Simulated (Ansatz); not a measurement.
# H5O2PSiSn: the cost of one run

Program: Ansatz 0.2.0. Level of theory: RKS r2SCANh-D4/def2-SVP. These are calculated values, not measurements.

### 1 The system as given

Bond lengths: O1–Si2 1.689 Å, Si2–Sn3 2.484 Å, Si2–O4 1.728 Å, Si2–P5 2.216 Å, O4–P5 1.799 Å, O1–H6 0.985 Å, Sn3–H7 1.794 Å, Sn3–H8 1.733 Å, Sn3–H9 1.719 Å, P5–H10 1.433 Å. Angles (14 of 17 angles, heavy atoms first): O1–Si2–Sn3 119.4°, O1–Si2–O4 113.7°, O1–Si2–P5 119.9°, Sn3–Si2–O4 108.5°, Sn3–Si2–P5 120.0°, O4–Si2–P5 52.5°, Si2–O4–P5 77.8°, Si2–P5–O4 49.7°, Si2–O1–H6 106.9°, Si2–Sn3–H7 110.5°, Si2–Sn3–H8 111.8°, Si2–Sn3–H9 110.9°, Si2–P5–H10 92.8°, O4–P5–H10 90.6°.

As a file:

```xyz
10

O    -1.9613    0.2932    1.3670
Si   -0.8974    0.1937    0.0591
Sn    1.3458   -0.8206    0.3873
O    -0.7053    1.6843   -0.7934
P    -1.6064    0.6806   -1.9834
H    -1.4934    0.7869    2.0793
H     2.3225    0.1678    1.5221
H     1.2395   -2.4200    1.0465
H     2.2148   -0.8798   -1.0950
H    -0.3757    0.2628   -2.5865
```

### 2 Relaxing end A

Contents of input.yaml:

```yaml
crystal:
  periodic: [false, false, false]
  atoms:
    - { symbol: O, position_ang: [-1.9613, 0.2932, 1.367] }
    - { symbol: Si, position_ang: [-0.8974, 0.1937, 0.0591] }
    - { symbol: Sn, position_ang: [1.3458, -0.8206, 0.3873] }
    - { symbol: O, position_ang: [-0.7053, 1.6843, -0.7934] }
    - { symbol: P, position_ang: [-1.6064, 0.6806, -1.9834] }
    - { symbol: H, position_ang: [-1.4934, 0.7869, 2.0793] }
    - { symbol: H, position_ang: [2.3225, 0.1678, 1.5221] }
    - { symbol: H, position_ang: [1.2395, -2.42, 1.0465] }
    - { symbol: H, position_ang: [2.2148, -0.8798, -1.095] }
    - { symbol: H, position_ang: [-0.3757, 0.2628, -2.5865] }
basis:
  gaussian: { orbitals: def2-SVP }
hamiltonian:
  xc: r2scanh
  dispersion: d4
relax:
  f_tol: 0.015
  max_steps: 40
```

Run with:

```sh
$ ansatz run input.yaml --threads 2 --pin off --max-ram 3072MiB --backend cpu --events-out ev --progress --plain --runs-dir out
```

Q: Estimate wall time and peak memory on 2 threads of Arm Neoverse V2, shared host.

About 2.3 min, with a peak of 0.33 GiB.
